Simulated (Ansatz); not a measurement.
# In3Se: the cost of one run

Computed with Ansatz 0.2.0 (DFT PBE, scalar-relativistic, plane waves, PAW, unless a step's input says otherwise).

1 further run of the same task is left out (it didn't finish). Runs told in other sessions of the task aren't counted.

## (1) The structure to begin with

The structure is trigonal, space group P-3m1 (No. 164). Conventional cell: a = 4.016 Å, b = 4.016 Å, c = 8.227 Å, α = 90.00°, β = 90.00°, γ = 120.00°. Around In (site symmetry -3m) lie 6 In at 3.25 Å. In (site symmetry 3m) is surrounded by 3 Se at 2.95 Å and 3 In at 3.25 Å. Se (site symmetry -3m) is surrounded by 6 In at 2.95 Å.

As a file:

```
In Se
1.0
     4.01593    0.00000    0.00000
    -2.00797    3.47790    0.00000
     0.00000    0.00000    8.22664
In Se
3 1
Cartesian
  0.0000 0.0000 4.1133
  0.0000 2.3186 1.8289
  2.0080 1.1593 6.3978
  0.0000 0.0000 0.0000
```

The cell was relaxed beforehand at this level, from a generated guess; it needn't be the stable form of this composition. At a tolerance of 0.05 Å it has space group P-3m1 (No. 164); it has 28.73 Å³/atom, an uncorrected energy of -0.17 eV/atom over the elements.

## (2) Bands, states and charges

input.yaml reads:

```yaml
crystal:
  lattice:
    - [4.0159310197, 0.0, 0.0]
    - [-2.0079655099, 3.4778982829, 0.0]
    - [0.0, 0.0, 8.226637]
  atoms:
    - { symbol: In, position: [0.0, 0.0, 0.5] }
    - { symbol: In, position: [0.3333333333, 0.6666666667, 0.222309] }
    - { symbol: In, position: [0.6666666667, 0.3333333333, 0.777691] }
    - { symbol: Se, position: [0.0, 0.0, 0.0] }
basis:
  ecutwfc: 420
kpoints:
  mp_grid: { grid: [12, 12, 6] }
  band_path:
    path:
      - [[0.0, 0.0, 0.0], [0.5, 0.0, 0.0], [0.33333333, 0.33333333, 0.0], [0.0, 0.0, 0.0], [0.0, 0.0, 0.5], [0.5, 0.0, 0.5], [0.33333333, 0.33333333, 0.5], [0.0, 0.0, 0.5]]
      - [[0.5, 0.0, 0.5], [0.5, 0.0, 0.0]]
      - [[0.33333333, 0.33333333, 0.5], [0.33333333, 0.33333333, 0.0]]
    npoints: 14
hamiltonian:
  xc: pbe
scf:
  occupations: { method: gaussian, width: 0.1 }
  n_extra_bands: 10
output:
  forces: true
  stress: true
  eigenvalues: true
  populations: true
  dos: { projected: true, de: 0.02, nscf_kmesh: { grid: [15, 15, 8] } }
  bader: true
  write_density: true
  write_potential: true
  elf: true
  volumetric_format: npy
```

Command:

```bash
ansatz run input.yaml --threads 1 --pin off --max-ram 3072MiB --backend cpu --events-out ev --progress --plain --runs-dir out
```

What time and memory should one allow on 1 thread of AMD EPYC 9R45 (Zen 5), shared host?

About 41 s, with a peak of 0.79 GiB.
